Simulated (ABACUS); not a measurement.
Runs of ABACUS 3.10.1 on Ir. The cell holds a slab with vacuum, 5 atoms: a = 2.715 Å, b = 2.715 Å, c = 23.867 Å, α = 90.00°, β = 90.00°, γ = 120.00°. The slab is cut from a database's or a generator's crystal, which needn't be the stable form of the element.

```csv
level,gap on the mesh (eV),largest force (eV/Å),work function (eV)
PBE,none,(b),4.99
SOGGA,none,0.56,-
LDA,none,0.56,5.38
PBEsol,none,(a),-
RPBE,none,0.25,-
```

Alike in all rows: task single point; potentials or basis SG15 ONCV 1.2 PBE, DZP LCAO (the cutoffs set its grid); no spin polarisation; cell as given; k mesh 11 × 11 × 1; cutoff (eV) 1361; smearing fermi-dirac 0.05 eV.

Q: Estimate the missing entries.

A: (a) 0.40; (b) 0.26.

Caveats: the atomic orbitals were generated for these runs and aren't a published set; the basis of atomic orbitals isn't converged, which shifts pressures, moduli and gaps; the potentials were made for another functional, which shifts forces and pressure (some runs); confined orbitals describe the vacuum poorly, which shifts work functions (some runs).

A k mesh can miss the band edges, and the runs leave out spin-orbit coupling on Ir.

A gap of «none» marks a metal or a gap under the smearing width.
